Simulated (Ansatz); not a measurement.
# Li4NO (P4/mmm) in Ansatz: convergence with k mesh

Aim: find how far k mesh must go before the results for Li4NO settle, at PBEsol. This setting moves, with any that are tied to it; all else stays.

All numbers are computed with Ansatz 0.2.0; they aren't measurements. Logs are shortened: lines on timing, memory, paths and dates and some standing lists are left out, and cuts for length are marked.

### 1 The structure

The structure is tetragonal, space group P4/mmm (No. 123). Conventional cell: a = 3.313 Å, b = 3.313 Å, c = 4.937 Å, α = 90.00°, β = 90.00°, γ = 90.00°. O (site symmetry 4/mmm) has 8 Li at 2.03 Å as nearest neighbours. Around N (site symmetry 4/mmm) lie 8 Li at 2.11 Å. Around Li (site symmetry 2mm) lie 2 O at 2.03 Å and 2 N at 2.11 Å.

The cell comes from a database or a generator and needn't be the stable form of this composition.

### 2 With k mesh 3 × 3 × 2

input.yaml

```yaml
crystal:
  lattice:
    - [3.312866, 0.0, 0.0]
    - [0.0, 3.312866, 0.0]
    - [0.0, 0.0, 4.936518]
  atoms:
    - { symbol: O, position: [0.5, 0.5, 0.5] }
    - { symbol: "N", position: [0.0, 0.0, 0.0] }
    - { symbol: Li, position: [0.5, 0.0, 0.263848] }
    - { symbol: Li, position: [0.0, 0.5, 0.736152] }
    - { symbol: Li, position: [0.5, 0.0, 0.736152] }
    - { symbol: Li, position: [0.0, 0.5, 0.263848] }
hamiltonian:
  xc: pbesol
  pseudopotentials: { kind: nc, accuracy: standard }
kpoints:
  mp_grid: { grid: [3, 3, 2] }
scf:
  occupations: { method: fermi_dirac, width: 0.05 }
output:
  forces: true
  stress: true
  eigenvalues: true
```

Potentials or basis: PseudoDojo standard (PBEsol files).

Started as:

```
$ ansatz run input.yaml --threads 2 --pin off --max-ram 5632MiB --backend cpu --events-out ev --progress --plain --runs-dir out
```

Run time: 0.88 s. Hardware: 2 threads of Arm Neoverse V2, shared host; peak memory 0.34 GiB.

Results:

```yaml
Free_energy: -1512.0913 eV
Pressure: -4.0 GPa
Largest_force: 0.041 eV/Å
Band_gap_on_the_k_mesh: none (metal or under the smearing width)
```

### 3 With k mesh 4 × 4 × 3

input.yaml: that of step 2 with these lines changed.

```diff
@@ -16,3 +16,3 @@
 kpoints:
-  mp_grid: { grid: [3, 3, 2] }
+  mp_grid: { grid: [4, 4, 3] }
 scf:
```

Potentials or basis: PseudoDojo standard (PBEsol files).

Started as:

```
$ ansatz run input.yaml --threads 2 --pin off --max-ram 5632MiB --backend cpu --events-out ev --progress --plain --runs-dir out
```

Run time: 1.4 s. Hardware: 2 threads of Arm Neoverse V2, shared host; peak memory 0.37 GiB.

Results:

- Free energy: -1512.0574 eV
- Pressure: -3.9 GPa
- Largest force: 0.043 eV/Å
- Band gap on the k mesh: none (metal or under the smearing width)

### 4 With k mesh 5 × 5 × 3

input.yaml: that of step 3 with these lines changed.

```diff
@@ -16,3 +16,3 @@
 kpoints:
-  mp_grid: { grid: [4, 4, 3] }
+  mp_grid: { grid: [5, 5, 3] }
 scf:
```

Started as:

```
$ ansatz run input.yaml --threads 2 --pin off --max-ram 5632MiB --backend cpu --events-out ev --progress --plain --runs-dir out
```

Wall time 1.4 s (2 threads of Arm Neoverse V2, shared host); peak memory 0.37 GiB.

What came out:

| Property | Result |
| --- | --- |
| Free energy | -1511.9861 eV |
| Pressure | -3.7 GPa |
| Largest force | 0.039 eV/Å |
| Band gap on the k mesh | none (metal or under the smearing width) |

### 5 With k mesh 6 × 6 × 4

input.yaml: that of step 4 with these lines changed.

```diff
@@ -16,3 +16,3 @@
 kpoints:
-  mp_grid: { grid: [5, 5, 3] }
+  mp_grid: { grid: [6, 6, 4] }
 scf:
```

Started as:

```
$ ansatz run input.yaml --threads 2 --pin off --max-ram 5632MiB --backend cpu --events-out ev --progress --plain --runs-dir out
```

Run time: 3.1 s. Hardware: 2 threads of Arm Neoverse V2, shared host; peak memory 0.41 GiB.

Results:

```yaml
Free_energy: -1511.9610 eV
Pressure: -3.6 GPa
Largest_force: 0.027 eV/Å
Band_gap_on_the_k_mesh: none (metal or under the smearing width)
```

### 6 With k mesh 7 × 7 × 5

input.yaml: that of step 5 with these lines changed.

```diff
@@ -16,3 +16,3 @@
 kpoints:
-  mp_grid: { grid: [6, 6, 4] }
+  mp_grid: { grid: [7, 7, 5] }
 scf:
```

Potentials or basis: PseudoDojo standard (PBEsol files).

Started as:

```
$ ansatz run input.yaml --threads 2 --pin off --max-ram 5632MiB --backend cpu --events-out ev --progress --plain --runs-dir out
```

Run time: 3.2 s. Hardware: 2 threads of Arm Neoverse V2, shared host; peak memory 0.41 GiB.

It converged, with:

- Free energy: -1511.9612 eV
- Pressure: -3.6 GPa
- Largest force: 0.009 eV/Å
- Band gap on the k mesh: none (metal or under the smearing width)

### 7 With k mesh 9 × 9 × 6

input.yaml: that of step 6 with these lines changed.

```diff
@@ -16,3 +16,3 @@
 kpoints:
-  mp_grid: { grid: [7, 7, 5] }
+  mp_grid: { grid: [9, 9, 6] }
 scf:
```

Started as:

```
$ ansatz run input.yaml --threads 2 --pin off --max-ram 5632MiB --backend cpu --events-out ev --progress --plain --runs-dir out
```

Run time: 6.2 s. Hardware: 2 threads of Arm Neoverse V2, shared host; peak memory 0.47 GiB.

It converged, with:

| Item | Value |
| --- | --- |
| Free energy | -1511.9762 eV |
| Pressure | -3.7 GPa |
| Largest force | 0.005 eV/Å |
| Band gap on the k mesh | none (metal or under the smearing width) |

### 8 With k mesh 11 × 11 × 8

input.yaml: that of step 7 with these lines changed.

```diff
@@ -16,3 +16,3 @@
 kpoints:
-  mp_grid: { grid: [9, 9, 6] }
+  mp_grid: { grid: [11, 11, 8] }
 scf:
```

Started as:

```
$ ansatz run input.yaml --threads 2 --pin off --max-ram 5632MiB --backend cpu --events-out ev --progress --plain --runs-dir out
```

It took 11 s on 2 threads of Arm Neoverse V2, shared host; peak memory 0.56 GiB.

Results (log left out):

```yaml
Free_energy: -1511.9809 eV
Pressure: -3.7 GPa
Largest_force: 0.005 eV/Å
Band_gap_on_the_k_mesh: none (metal or under the smearing width)
```

### 9 With k mesh 13 × 13 × 9

input.yaml: that of step 8 with these lines changed.

```diff
@@ -16,3 +16,3 @@
 kpoints:
-  mp_grid: { grid: [11, 11, 8] }
+  mp_grid: { grid: [13, 13, 9] }
 scf:
```

Potentials or basis: PseudoDojo standard (PBEsol files).

Started as:

```
$ ansatz run input.yaml --threads 2 --pin off --max-ram 5632MiB --backend cpu --events-out ev --progress --plain --runs-dir out
```

The log of the run:

```text
Warning: RAYON_NUM_THREADS=2 ignored (pool sized by the plan → 2); use --threads N
Engine: ansatz 0.2.0, aarch64-unknown-linux-gnu
Pseudopotentials: kind: nc
Pseudopotential: O, nc, valence charge 6, recommended cutoff 1142.878222 eV (normal), O.nc.azcp (PseudoDojo's, or run here from an input of PseudoDojo's; its table is named by hamiltonian.pseudopotentials.accuracy)
Pseudopotential: N, nc, valence charge 5, recommended cutoff 1142.878222 eV (normal), N.nc.azcp (PseudoDojo's, or run here from an input of PseudoDojo's; its table is named by hamiltonian.pseudopotentials.accuracy)
Pseudopotential: Li, nc, valence charge 3, recommended cutoff 1006.821291 eV (normal), Li.nc.azcp (PseudoDojo's, or run here from an input of PseudoDojo's; its table is named by hamiltonian.pseudopotentials.accuracy)
Functional definition: PBEsol
  exchange = pbesol_x
  correlation = pbesol_c
Crystal: 6 atoms, lattice volume = 54.179 Å³
Basis set: ecut = 1142.878222 eV, 4743 PW (Γ), exchange–correlation on 80×80×120 points (8 copies of the dense FFT grid, shifted against one another)
Bands: 18, of which v1, the nominal top of the filled ones, is band 12 counted from 1 (11 counted from 0)
Symmetry: 16 space group operations
Space group: P4/mmm (ITA 123), of the structure as read, at distance tolerance 3.8e-5 Å
k-points: 140 of 1521
Non-local potential: O, projectors of the file, l = 0: 2, l = 1: 2, l = 2: 1
Non-local potential: N, projectors of the file, l = 0: 2, l = 1: 2
Non-local potential: Li, projectors of the file, l = 0: 2, l = 1: 2
Initial density: superposition of atomic densities (chi_scale 0.1, normalization cell, long waves kept (reshape's long-wave potential 0.07 eV rms))
Initial wavefunctions: pseudopotential atomic-orbital guess
Functional: x = pbesol(κ = 0.804, μ = 0.12345679012345678), c = pbesol(β = 0.046)
SCF iter   1: F=—  HF=-1512.417042 eV  |F-HF|=—  |Δ(HF+E_count)|=         —  Δρ=6.89e-2  dr2=2.20e0  ethr=3.10e-3  ⟨swp⟩=4.7  Hψ=12209  notcnv=0
preconditioner: auto → Kerker (q_TF=auto, 2.365 Å⁻¹)  [metal: Δε(μ)=0.006 eV  Ē_g=13.258 eV  σ=0.050 eV  W_gap=0.03  n_scr=14 (ndim 8)  ℏωp=19.5 eV  f_vac=0.000  D(μ)=2.99/eV (n_scr^D=28)]
SCF iter   2: F=—  HF=-1512.100805 eV  |F-HF|=—  |Δ(HF+E_count)|=   3.16e-1  Δρ=3.67e-2  dr2=5.32e-1  ethr=3.10e-3  ⟨swp⟩=2.4  Hψ=5140  notcnv=0  defer=231
SCF iter   3: F=—  HF=-1512.001829 eV  |F-HF|=—  |Δ(HF+E_count)|=   9.90e-2  Δρ=1.83e-2  dr2=1.63e-1  ethr=2.31e-3  ⟨swp⟩=1.9  Hψ=3633  notcnv=0  defer=230
SCF iter   4: F=—  HF=-1511.977496 eV  |F-HF|=—  |Δ(HF+E_count)|=   2.43e-2  Δρ=6.74e-3  dr2=2.30e-2  ethr=7.09e-4  ⟨swp⟩=2.6  Hψ=4291  notcnv=0  defer=234
SCF iter   5: F=—  HF=-1511.976970 eV  |F-HF|=—  |Δ(HF+E_count)|=   5.26e-4  Δρ=2.25e-3  dr2=2.36e-3  ethr=9.99e-5  ⟨swp⟩=2.0  Hψ=2749  notcnv=0  defer=234
SCF iter   6: F=—  HF=-1511.977365 eV  |F-HF|=—  |Δ(HF+E_count)|=   3.95e-4  Δρ=8.78e-4  dr2=2.20e-4  ethr=1.03e-5  ⟨swp⟩=2.2  Hψ=3378  notcnv=0  defer=234
SCF iter   7: F=—  HF=-1511.977397 eV  |F-HF|=—  |Δ(HF+E_count)|=   3.22e-5  Δρ=1.91e-4  dr2=2.28e-5  ethr=9.57e-7  ⟨swp⟩=2.0  Hψ=3016  notcnv=0  defer=234
SCF iter   8: F=—  HF=-1511.977352 eV  |F-HF|=—  |Δ(HF+E_count)|=   4.51e-5  Δρ=6.26e-5  dr2=5.03e-6  ethr=9.93e-8  ⟨swp⟩=2.4  Hψ=3279  notcnv=0  defer=234
SCF iter   9: F=—  HF=-1511.977352 eV  |F-HF|=—  |Δ(HF+E_count)|=   7.29e-7  Δρ=3.42e-5  dr2=1.48e-6  ethr=2.19e-8  ⟨swp⟩=1.0  Hψ=2289  notcnv=0  defer=234
SCF iter  10: F=-1511.977351 eV  HF=-1511.977351 eV  |F-HF|=5.55e-9  |Δ(HF+E_count)|=   3.00e-7  Δρ=4.60e-6  dr2=1.59e-8  ethr=4.35e-10  ⟨swp⟩=8.8  Hψ=12149  notcnv=0
SCF 1 converged in 10 iterations: F = -1511.977351 eV  dr2 = 1.59e-8
SCF converged after 10 iterations
Free energy (F): -1511.977351 eV
Harris-Foulkes:  -1511.977351 eV  (|F-HF|=5.55e-9)
Internal energy: -1511.955581 eV  (E = F + TS)
E sigma→0 (E₀):  -1511.966466 eV
Entropy (-TS):   -0.021771 eV (-3.628 meV/atom)
Fermi energy:    2.748090 eV
--- Per-component energies (eV) ---
  E_band       = -350.043632
  E_kinetic    = 1056.549709
  E_local      = -1076.785361  (includes V_loc(G=0)·N_el)
  E_nonlocal   = -586.768439
  E_hartree    = 354.403284
  E_xc         = -374.515780
  E_vxc        = -451.846151  (∫ρ·V_xc dr)
  E_ewald      = -884.838995
  E_smearing   = -0.021771  (= −TS)
  E_closure    = 0.000000  (closes the sum)
  Σ components = -1511.977351   (vs F -1511.977351, Δ=0.00e0)
--- Forces (eV/Å), atoms counted from 1 ---
  atom   1  O      0.00000000     0.00000000     0.00000000
  atom   2  N     -0.00000000    -0.00000000     0.00000000
  atom   3  Li     0.00000000     0.00000000     0.00289921
  atom   4  Li     0.00000000     0.00000000    -0.00289921
  atom   5  Li     0.00000000     0.00000000    -0.00289921
  atom   6  Li     0.00000000     0.00000000     0.00289921
  max |Σ_I F_I| component: 4.16e-17 eV/Å
--- Stress (GPa, compression-positive) ---
       -4.154312       0.000000       0.000000
        0.000000      -4.154312       0.000000
        0.000000       0.000000      -2.722865
  P = ⅓ Tr σ = -3.6772 GPa (-36.772 kbar)
--- Band table (eV; the first three rows and the last of 140) ---
  k-point 0: bands = ["-40.1963", "-40.1100", "-39.9833", "-39.9218", "-13.1443", "-8.8846", "0.7286", "1.0506", "1.0506", "2.8309", "3.0808", "3.0808", "6.7321", "7.8811", "13.2068", "13.2068", "13.5394", "15.2979"]
  k-point 1: bands = ["-40.1942", "-40.1121", "-39.9819", "-39.9233", "-13.1438", "-8.8859", "0.7562", "1.0699", "1.0699", "2.7368", "3.0489", "3.0489", "6.8436", "7.9691", "13.2547", "13.2547", "13.6125", "15.2336"]
  k-point 2: bands = ["-40.1885", "-40.1179", "-39.9780", "-39.9272", "-13.1427", "-8.8892", "0.8364", "1.1214", "1.1214", "2.5011", "2.9657", "2.9657", "7.1306", "8.1942", "13.3896", "13.3896", "13.8273", "15.0567"]
  k-point 139: bands = ["-40.0642", "-40.0612", "-40.0296", "-40.0268", "-13.0074", "-8.3945", "0.3475", "0.4703", "0.5325", "1.3475", "1.5544", "1.5757", "8.8777", "9.0269", "11.5723", "12.1438", "15.4556", "15.4742"]
```

Run time: 14 s. Hardware: 2 threads of Arm Neoverse V2, shared host; peak memory 0.64 GiB.

What came out:

```yaml
Free_energy: -1511.9774 eV
Pressure: -3.7 GPa
Band_gap_on_the_k_mesh: none (metal or under the smearing width)
```

### 10 The series at a glance

```csv
k mesh,"energy less the tightest run, at zero smearing (meV/atom)",pressure (GPa),largest force (eV/Å),SCF cycles,CPU time (s),peak memory (GiB)
3 × 3 × 2,-19.02,-4.02,0.041,10,1.7,0.34
4 × 4 × 3,-14.56,-3.90,0.043,9,2.6,0.37
5 × 5 × 3,-1.10,-3.68,0.039,10,2.7,0.37
6 × 6 × 4,3.66,-3.61,0.027,10,6.1,0.41
7 × 7 × 5,3.62,-3.61,0.009,10,6.2,0.41
9 × 9 × 6,0.41,-3.67,0.005,10,12,0.47
11 × 11 × 8,-1.01,-3.70,0.005,10,21,0.56
13 × 13 × 9,0.00,-3.68,0.003,10,28,0.64
```

Against the tightest run, the pressure stays within 0.1 GPa from 5 × 5 × 3 on; the largest force stays within 0.005 eV/Å from 9 × 9 × 6 on. Not settled before the last step: the energy (to 1 meV/atom). Meshes of other sizes hit other points, so gaps and Fermi surfaces needn't settle smoothly. The tightest run that finished is the yardstick and may itself not be fully converged.

Caveats: an odd number of electrons without spin polarisation forces a metal; a magnetic or distorted state may lie lower.
